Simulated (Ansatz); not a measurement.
**40-atom supercell of perovskite CsSnI3 with displaced atoms**

Aim: forces and frontier levels of a cell whose atoms are off their sites, by PBEsol, HSE06 and r²SCAN.

Method: density functional theory in Ansatz 0.2.0, PAW datasets, plane waves.

### Step 1. Starting point

40 atoms (8 Cs, 8 Sn, 24 I); a = 12.314 Å, b = 12.314 Å, c = 12.314 Å, α = 90.00°, β = 90.00°, γ = 90.00°. All atoms were shaken off their sites by about 0.12 Å along each axis.

Plan of the steps: (2) PBEsol single point at the single k point (¼, ¼, ¼), on 4 threads of AMD EPYC 7R13; (3) HSE06 single point at the single k point (¼, ¼, ¼), on 1 × NVIDIA H100 80GB HBM3 with 4 threads of AMD EPYC 7R13; (4) r²SCAN single point at the single k point (¼, ¼, ¼), on 4 threads of AMD EPYC 7R13.

### Step 2. PBEsol on the given atoms

in.yaml reads:

```yaml
crystal:
  lattice:
    - [12.314462, 0.000000, 0.000000]
    - [0.000000, 12.314462, 0.000000]
    - [0.000000, 0.000000, 12.314462]
  atoms:
    - { symbol: Cs, position: [0.997162, 0.000693, 0.002390] }
    - { symbol: Cs, position: [0.983351, 0.011960, 0.504802] }
    - { symbol: Cs, position: [0.997522, 0.496969, 0.007152] }
    - { symbol: Cs, position: [0.996308, 0.502034, 0.493976] }
    - { symbol: Cs, position: [0.497160, 0.003407, 0.004674] }
    - { symbol: Cs, position: [0.514489, 0.993087, 0.482105] }
    - { symbol: Cs, position: [0.494890, 0.505948, 0.989262] }
    - { symbol: Cs, position: [0.504446, 0.511227, 0.500222] }
    - { symbol: Sn, position: [0.251354, 0.252273, 0.244412] }
    - { symbol: Sn, position: [0.259485, 0.225599, 0.759856] }
    - { symbol: Sn, position: [0.252352, 0.751172, 0.247964] }
    - { symbol: Sn, position: [0.258686, 0.760353, 0.757645] }
    - { symbol: Sn, position: [0.765427, 0.242074, 0.271224] }
    - { symbol: Sn, position: [0.755197, 0.260070, 0.743236] }
    - { symbol: Sn, position: [0.760675, 0.761193, 0.251242] }
    - { symbol: Sn, position: [0.741849, 0.750249, 0.750229] }
    - { symbol: I, position: [0.247017, 0.237305, 0.002506] }
    - { symbol: I, position: [0.242978, 0.261581, 0.505780] }
    - { symbol: I, position: [0.239863, 0.752706, 0.993250] }
    - { symbol: I, position: [0.255273, 0.759412, 0.493470] }
    - { symbol: I, position: [0.759580, 0.253472, 0.006169] }
    - { symbol: I, position: [0.764334, 0.234525, 0.510868] }
    - { symbol: I, position: [0.737809, 0.760595, 0.995604] }
    - { symbol: I, position: [0.733596, 0.758801, 0.503374] }
    - { symbol: I, position: [0.998914, 0.253448, 0.262317] }
    - { symbol: I, position: [0.002052, 0.254606, 0.737570] }
    - { symbol: I, position: [0.984311, 0.749666, 0.236252] }
    - { symbol: I, position: [0.996283, 0.745157, 0.756184] }
    - { symbol: I, position: [0.517726, 0.256607, 0.241213] }
    - { symbol: I, position: [0.489964, 0.237156, 0.754759] }
    - { symbol: I, position: [0.506112, 0.745584, 0.249098] }
    - { symbol: I, position: [0.491598, 0.767542, 0.737463] }
    - { symbol: I, position: [0.244870, 0.008563, 0.257880] }
    - { symbol: I, position: [0.266809, 0.005070, 0.738701] }
    - { symbol: I, position: [0.252988, 0.497160, 0.228497] }
    - { symbol: I, position: [0.239519, 0.511437, 0.747331] }
    - { symbol: I, position: [0.755537, 0.004083, 0.246622] }
    - { symbol: I, position: [0.749650, 0.016697, 0.754836] }
    - { symbol: I, position: [0.761696, 0.493909, 0.250533] }
    - { symbol: I, position: [0.734629, 0.506249, 0.748324] }
  symmetry: { detect: false }
kpoints:
  mp_grid: { grid: [1, 1, 1], shift: [0.25, 0.25, 0.25] }
hamiltonian:
  xc: pbesol
scf:
  occupations: { method: fermi_dirac, width: 0.01 }
output:
  forces: true
  eigenvalues: true
  stress: true
  populations: true
  eigenstates: { kpoints: [[0.25, 0.25, 0.25]], e_range: [-6.0, 6.0], localisation: true }
```

Command:

```bash
ansatz run in.yaml --threads 4 --pin off --max-ram 61750MiB --runs-dir r --events-out ev --progress --plain
```

Log:

```text
Pseudopotentials: kind: paw
Functional definition: PBEsol
  exchange = pbesol_x
  correlation = pbesol_c
Crystal: 40 atoms, lattice volume = 1867.439 Å³
Basis set: ecut = 420 eV, 36377 PW (Γ), exchange–correlation on 180×180×180 points (8 copies of the dense FFT grid, shifted against one another)
Bands: 356, of which v1, the nominal top of the filled ones, is band 296 counted from 1 (295 counted from 0)
Symmetry: 1 space group operations
k-points: 1
Non-local potential: Cs, projectors of the file, l = 0: 3, l = 1: 2, l = 2: 2, l = 3: 2
Non-local potential: Sn, projectors of the file, l = 0: 2, l = 1: 2, l = 2: 2, l = 3: 2
Non-local potential: I, projectors of the file, l = 0: 2, l = 1: 2, l = 2: 2, l = 3: 2
PAW form: soft (Blöchl's): semilocal exchange-correlation on the pseudo side does not see the compensation charge
PAW frozen core: Cs, regenerated for the run's functional, and the local potential with it (the file was generated under x = pbe(κ = 0.804, μ = 0.2195149727645171), c = pbe(β = 0.06672455060314922))
PAW frozen core: Sn, regenerated for the run's functional, and the local potential with it (the file was generated under x = pbe(κ = 0.804, μ = 0.2195149727645171), c = pbe(β = 0.06672455060314922))
PAW frozen core: I, regenerated for the run's functional, and the local potential with it (the file was generated under x = pbe(κ = 0.804, μ = 0.2195149727645171), c = pbe(β = 0.06672455060314922))
PAW one-centre angular grid: Cs, 194 points (default); XC on 64 Gauss nodes
PAW one-centre angular grid: Sn, 590 points (default); XC on 64 Gauss nodes
PAW one-centre angular grid: I, 590 points (default); XC on 64 Gauss nodes
Initial density: superposition of atomic densities (neutral atoms: chi_scale 0, normalization atom), corrected by the library's trained network
Initial wavefunctions: pseudopotential atomic-orbital guess
Functional: x = pbesol(κ = 0.804, μ = 0.12345679012345678), c = pbesol(β = 0.046)
SCF iter   1: F=—  HF=-270695.877247 eV  |F-HF|=—  |Δ(HF+E_count)|=         —  Δρ=1.96e-3  dr2=1.11e-1  ethr=1.77e-3  ⟨swp⟩=7.0  Hψ=1466  notcnv=0  defer=35
preconditioner: auto → Resta (q_TF=auto, 2.253 Å⁻¹)  ε∞=3.1  [insulator: Δε(μ)=2.050 eV  Ē_g=9.599 eV  σ=0.010 eV  W_gap=1.00  n_scr=364 (ndim 8)  ℏωp=13.7 eV  f_vac=0.141  D(μ)=0.00/eV (n_scr^D=0)  ε∞_Penn≈3.1]
SCF iter   2: F=—  HF=-270695.835747 eV  |F-HF|=—  |Δ(HF+E_count)|=   4.15e-2  Δρ=1.14e-3  dr2=2.55e-2  ethr=1.87e-5  ⟨swp⟩=3.0  Hψ=723  notcnv=0  defer=51
SCF iter   3: F=—  HF=-270695.837321 eV  |F-HF|=—  |Δ(HF+E_count)|=   1.57e-3  Δρ=3.21e-4  dr2=1.81e-3  ethr=4.31e-6  ⟨swp⟩=4.0  Hψ=618  notcnv=0  defer=51
SCF iter   4: F=—  HF=-270695.836714 eV  |F-HF|=—  |Δ(HF+E_count)|=   6.07e-4  Δρ=1.16e-4  dr2=3.70e-4  ethr=3.06e-7  ⟨swp⟩=2.0  Hψ=601  notcnv=0  defer=51
SCF iter   5: F=—  HF=-270695.837062 eV  |F-HF|=—  |Δ(HF+E_count)|=   3.48e-4  Δρ=2.68e-5  dr2=3.08e-5  ethr=6.26e-8  ⟨swp⟩=2.0  Hψ=601  notcnv=0  defer=51
SCF iter   6: F=—  HF=-270695.838481 eV  |F-HF|=—  |Δ(HF+E_count)|=   1.42e-3  Δρ=1.13e-5  dr2=7.13e-6  ethr=5.20e-9  ⟨swp⟩=2.0  Hψ=601  notcnv=0  defer=51
SCF iter   7: F=—  HF=-270695.838482 eV  |F-HF|=—  |Δ(HF+E_count)|=   1.65e-6  Δρ=3.15e-6  dr2=3.54e-7  ethr=1.20e-9  ⟨swp⟩=2.0  Hψ=601  notcnv=0  defer=51
SCF iter   8: F=-270695.838483 eV  HF=-270695.838483 eV  |F-HF|=1.16e-8  |Δ(HF+E_count)|=   3.42e-7  Δρ=1.22e-6  dr2=5.07e-8  ethr=1.69e-11  ⟨swp⟩=17.0  Hψ=2238  notcnv=0
SCF 1 converged in 8 iterations: F = -270695.838483 eV  dr2 = 5.07e-8
NSCF: frozen V_eff on 1 k-points
SCF converged after 8 iterations
Free energy (F): -270695.838483 eV
Harris-Foulkes:  -270695.838483 eV  (|F-HF|=1.16e-8)
Internal energy: -270695.838483 eV  (E = F + TS)
E sigma→0 (E₀):  -270695.838483 eV
Fermi energy:    5.442160 eV
--- Per-component energies (eV) ---
  E_band       = -11328.437226
  E_kinetic    = 7162.148233
  E_local      = -70379.413687  (includes V_loc(G=0)·N_el)
  E_nonlocal   = -2131.374792
  E_hartree    = 35929.034531
  E_xc         = -7471.073166
  E_vxc        = -4867.180164  (∫ρ·V_xc dr)
  E_paw        = -186036.392287  (= ΣΔE_a)
  E_vpaw       = -12970.698088  (= ΣTr[D̂ρ^β])
  E_aug_tail   = 0.000355  (compensation charges beyond the density's cutoff)
  E_ewald      = -47782.091078
  E_core_change = 13.323408  (= ΣΔE_core)
  E_smearing   = -0.000000  (= −TS)
  E_closure    = -0.000000  (closes the sum)
  Σ components = -270695.838483   (vs F -270695.838483, Δ=0.00e0)
--- Forces (eV/Å), atoms counted from 1 ---
  atom   1  Cs    -0.07013395     0.02102580    -0.04687261
  atom   2  Cs     0.12286324    -0.04247025     0.05926585
  atom   3  Cs    -0.01971239    -0.01907802    -0.06127773
  atom   4  Cs     0.08908719    -0.01945125     0.06998721
  atom   5  Cs     0.07008780     0.04387664     0.00041356
  atom   6  Cs    -0.09328213     0.02884336     0.01779047
  atom   7  Cs     0.01562258    -0.04284545     0.03710656
  atom   8  Cs    -0.08906418    -0.00043307    -0.03420419
  atom   9  Sn     0.29715723    -0.04342762     0.60143179
  atom  10  Sn    -0.61136446     1.64478890    -0.48150254
  atom  11  Sn     0.22440417     0.08018814     0.14585319
  atom  12  Sn    -0.77172201    -0.79327121    -0.48237313
  atom  13  Sn    -0.60187170     0.71223909    -0.86149295
  atom  14  Sn     0.10239760    -0.30584660     1.06340304
  atom  15  Sn    -1.03595722    -0.52982832    -0.01600522
  atom  16  Sn     0.42708592     0.36476889     0.07135156
  atom  17  I     -0.05176684    -0.03016520     0.02757921
  atom  18  I      0.10003702    -0.03614127    -0.18627859
  atom  19  I      0.07908492     0.09757673     0.35595051
  atom  20  I     -0.09191490    -0.08412443    -0.00077292
  atom  21  I      0.05013803    -0.00023191    -0.03442360
  atom  22  I     -0.18195601     0.07176443    -0.41205230
  atom  23  I     -0.02781553    -0.02818616     0.25243020
  atom  24  I      0.14823665    -0.01211183    -0.26476016
  atom  25  I      0.75548160    -0.02188538    -0.05728938
  atom  26  I     -0.23000143     0.01909227     0.11077249
  atom  27  I      1.36739811     0.00506982     0.01456764
  atom  28  I     -0.18576769     0.12026054    -0.09042712
  atom  29  I     -0.53022031    -0.08815146     0.10169260
  atom  30  I      0.81799224     0.18125320     0.00538296
  atom  31  I     -0.55423617     0.05032728    -0.07582921
  atom  32  I      0.51279338    -0.08540031     0.07285893
  atom  33  I      0.03521854    -0.41652054    -0.07503581
  atom  34  I     -0.14913206    -0.87876111    -0.06144364
  atom  35  I     -0.03733527     0.38715304     0.04665563
  atom  36  I      0.18489455    -0.02806647     0.08537764
  atom  37  I     -0.01213460    -0.30156649     0.02015382
  atom  38  I      0.00875686    -0.44688525    -0.00918088
  atom  39  I     -0.01549363     0.25937776     0.13771002
  atom  40  I     -0.04787596     0.16721792    -0.04657370
  max |Σ_I F_I| component: 6.08e-5 eV/Å
--- Stress (GPa, compression-positive) ---
        0.104745      -0.088743      -0.095030
       -0.088743       0.133281      -0.018242
       -0.095030      -0.018242      -0.092803
  P = ⅓ Tr σ = 0.0484 GPa (0.484 kbar)
--- Band table (eV) ---
  k-point 0: bands = ["-40.2513", "-40.2178", "-40.2027", "-40.1982", "-40.1648", "-40.1624", "-40.1581", "-40.1339", "-40.1169", "-40.1140", "-40.0872", "-40.0829", "-40.0713", "-40.0703", "-40.0478", "-40.0254", "-40.0247", "-40.0149", "-40.0134", "-40.0028", "-39.9991", "-39.9990", "-39.9964", "-39.9926", "-39.9916", "-39.9716", "-39.9701", "-39.9687", "-39.9656", "-39.9641", "-39.9633", "-39.9554", "-39.9521", "-39.9491", "-39.9489", "-39.9295", "-39.8903", "-39.8886", "-39.8793", "-39.8785", "-39.8762", "-39.8529", "-39.8521", "-39.8453", "-39.8451", "-39.8443", "-39.8357", "-39.8345", "-39.8337", "-39.8330", "-39.8252", "-39.8243", "-39.8204", "-39.8038", "-39.8013", "-39.7959", "-39.7822", "-39.7809", "-39.7799", "-39.7768", "-39.7742", "-39.7631", "-39.7605", "-39.7398", "-39.7351", "-39.7216", "-39.7208", "-39.6985", "-39.6772", "-39.6765", "-39.6657", "-39.6643", "-39.6635", "-39.6594", "-39.6566", "-39.6475", "-39.6468", "-39.6417", "-39.6287", "-39.6278", "-39.6272", "-39.6231", "-39.6020", "-39.6006", "-39.5908", "-39.5533", "-39.5524", "-39.5469", "-39.5462", "-39.5461", "-39.5414", "-39.5129", "-39.5128", "-39.5120", "-39.5057", "-39.5036", "-39.5033", "-39.4905", "-39.4898", "-39.4467", "-39.4460", "-39.4276", "-39.4062", "-39.4053", "-39.3968", "-39.3962", "-39.3909", "-39.3902", "-39.3585", "-39.3248", "-39.3237", "-39.3235", "-39.2925", "-39.2883", "-39.2855", "-39.2849", "-39.2262", "-39.2255", "-39.1972", "-39.1966", "-16.8780", "-16.8736", "-16.8568", "-16.8547", "-16.8524", "-16.8278", "-16.8274", "-16.7619", "-16.6504", "-16.6480", "-16.6354", "-16.6261", "-16.6172", "-16.6010", "-16.5746", "-16.5562", "-16.5526", "-16.5510", "-16.5440", "-16.5434", "-16.5311", "-16.5294", "-16.5280", "-16.5246", "-16.5239", "-16.5171", "-16.5151", "-16.5110", "-16.5023", "-16.5011", "-16.4969", "-16.4961", "-16.4942", "-16.4865", "-16.4858", "-16.4852", "-16.4797", "-16.4776", "-16.4775", "-16.4657", "-16.4518", "-16.4509", "-16.4496", "-16.4403", "-16.4272", "-16.4017", "-16.3930", "-16.3890", "-8.2562", "-8.2065", "-8.0823", "-7.9423", "-7.8705", "-7.8374", "-7.7811", "-7.6803", "-7.6597", "-7.5816", "-7.5579", "-7.5208", "-7.4941", "-7.4599", "-7.3880", "-7.3337", "-7.2989", "-7.2629", "-7.2179", "-7.1297", "-7.0914", "-7.0062", "-6.9128", "-6.8861", "-3.6735", "-3.6647", "-3.6531", "-3.6479", "-3.6459", "-3.6444", "-3.6401", "-3.6396", "-3.6359", "-3.6296", "-3.6273", "-3.6255", "-3.6225", "-3.6188", "-3.6159", "-3.6123", "-3.6093", "-3.6047", "-3.6019", "-3.5943", "-3.5774", "-3.5491", "-3.5434", "-3.5166", "-3.0327", "-2.6316", "-2.5385", "-2.4625", "-1.9971", "-1.9791", "-1.9028", "-1.3961", "0.6855", "0.6993", "0.7162", "0.7859", "0.8236", "0.9163", "0.9639", "1.0242", "1.1038", "1.1624", "1.1826", "1.2913", "1.7820", "1.8127", "1.8450", "1.8819", "1.9531", "1.9934", "2.0437", "2.0516", "2.1086", "2.1345", "2.1773", "2.1854", "2.3154", "2.3270", "2.3528", "2.3775", "2.4146", "2.4557", "2.4881", "2.5426", "2.5588", "2.6235", "2.6678", "2.7242", "2.7428", "2.8058", "2.8322", "2.8633", "2.9106", "2.9314", "2.9542", "2.9628", "2.9830", "3.0135", "3.0378", "3.0439", "3.0580", "3.0914", "3.1185", "3.1436", "3.1860", "3.2009", "3.2462", "3.2785", "3.3091", "3.3372", "3.3946", "3.4902", "3.5299", "3.5483", "3.5865", "3.6463", "3.6664", "3.7035", "3.7463", "3.7621", "4.0088", "4.1251", "4.2116", "4.4175", "6.4669", "6.5096", "6.6945", "6.7845", "6.8142", "6.8719", "6.9165", "6.9591", "7.0122", "7.1013", "7.1469", "7.2442", "7.9172", "8.5298", "8.5523", "8.6347", "8.6462", "8.6829", "8.7157", "8.7473", "8.7927", "8.8624", "8.9127", "8.9427", "8.9798", "9.0069", "9.0624", "9.1200", "9.1211", "9.1429", "9.1892", "9.1944", "9.2330", "9.2700", "9.3100", "9.3246", "9.3766", "9.4073", "9.4337", "9.4618", "9.4813", "9.5152", "9.5349", "9.5760", "9.6107", "9.6338", "9.6540", "9.6734", "9.6995", "9.7058", "9.7473", "9.7752", "9.7991", "9.8312", "9.8768", "9.9742", "10.0105", "10.0477", "10.1353", "10.1740"]
--- Löwdin populations: 40 sites ---
  site symbol       q [e]
     0     Cs      8.2694
     1     Cs      8.2691
     2     Cs      8.2718
     3     Cs      8.2684
     4     Cs      8.2715
     5     Cs      8.2725
     6     Cs      8.2676
     7     Cs      8.2649
     8     Sn     13.7560
     9     Sn     13.7550
    10     Sn     13.7583
    11     Sn     13.7569
    12     Sn     13.7530
    13     Sn     13.7578
    14     Sn     13.7609
    15     Sn     13.7571
    16      I     17.2269
    17      I     17.3252
    18      I     17.2318
    19      I     17.2894
    20      I     17.3608
    21      I     17.1867
    22      I     17.2760
    23      I     17.2724
    24      I     17.2250
    25      I     17.2836
    26      I     17.2128
    27      I     17.3213
    28      I     17.3147
    29      I     17.2461
    30      I     17.2918
    31      I     17.2165
    32      I     17.2680
    33      I     17.1500
    34      I     17.2663
    35      I     17.3566
    36      I     17.2145
    37      I     17.2969
    38      I     17.3328
    39      I     17.2395
  spilling = 0.002338 (of n_electrons = 592.000000)
```

Run time: 1.7 min. Hardware: 4 threads of AMD EPYC 7R13, shared host; peak memory 5.1 GiB.

At the single k point (¼, ¼, ¼) the filled levels end at 4.418 eV and the empty ones begin at 6.467 eV, a spacing of 2.05 eV.

Frontier states and how far they spread:

| level (eV) | spin | filling | atoms sharing it | main element | its share | largest atom |
| --- | --- | --- | --- | --- | --- | --- |
| -0.29 | both | 2.00 | 23.5 | I | 0.65 | – |
| -0.21 | both | 2.00 | 23.5 | I | 0.64 | – |
| 0.00 | both | 2.00 | 20.1 | I | 0.56 | Sn10 (0.12) |
| 2.05 | both | 0.00 | 17.2 | Sn | 0.59 | Sn15 (0.13) |
| 2.09 | both | 0.00 | 18.0 | Sn | 0.59 | – |
| 2.28 | both | 0.00 | 16.6 | Sn | 0.61 | Sn11 (0.15) |
| 2.37 | both | 0.00 | 17.3 | Sn | 0.60 | Sn16 (0.11) |
| 2.40 | both | 0.00 | 17.9 | Sn | 0.61 | Sn11 (0.11) |

Forces on the displaced atoms, rms: Cs 0.10, Sn 1.11, I 0.51 eV/Å; the largest is 1.82 eV/Å.

(Part 1 of 3 ends here.)
